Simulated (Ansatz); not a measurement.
Ta4O:

```
CELL_PARAMETERS angstrom
3.25750 0.00000 0.00000
0.00000 3.25750 0.00000
0.00000 0.00000 7.40934
ATOMIC_POSITIONS crystal
Ta 0.00000 0.00000 0.00000
Ta 0.50000 0.50000 0.21684
Ta 0.50000 0.50000 0.78316
Ta 0.00000 0.00000 0.50000
O 0.50000 0.50000 0.50000
```

The cell comes from a database or a generator and needn't be the stable form of this composition.

- Program: Ansatz 0.2.0
- Task: relaxation of cell and atoms
- Functional: r2SCAN
- Potentials or basis: Ansatz PAW
- Cutoff: 500 eV (not typed: the program's choice for these potentials)
- k mesh: 8 × 8 × 4
- Occupations: fermi-dirac, width 0.05 eV
- Spin: no spin polarisation

At the start: volume 15.72 Å³/atom.

Problem. How do energy, volume and symmetry change on relaxing?

Solution. It ends after 6 steps and the volume is 15.42 Å³/atom (-1.9 %); space group P4/mmm (No. 123, to 0.05 Å).

The path:
| step | energy change (eV) | largest force (eV/Å) | volume (Å³) |
| --- | --- | --- | --- |
| 1 | 0.0000 | 0.1514 | 78.62 |
| 2 | -0.0256 | 0.0697 | 77.13 |
| 3 | -0.0269 | 0.0539 | 77.00 |
| 4 | -0.0270 | 0.0171 | 77.12 |
| 5 | -0.0270 | 0.0001 | 77.11 |
| 6 | -0.0263 | 0.0000 | 77.11 |

Final structure:
```
CELL_PARAMETERS angstrom
3.24493 0.00000 0.00000
0.00000 3.24493 0.00000
0.00000 0.00000 7.32291
ATOMIC_POSITIONS crystal
Ta 0.00000 0.00000 0.00000
Ta 0.50000 0.50000 0.21699
Ta 0.50000 0.50000 0.78301
Ta 0.00000 0.00000 0.50000
O 0.50000 0.50000 0.50000
```

Caveat: the plane-wave basis is chosen anew once the cell has moved, so the energies of steps on either side of that aren't comparable; the PAW data sets come from PBE, with cores solved anew for the run's functional, which leaves a small shift of forces and pressure.
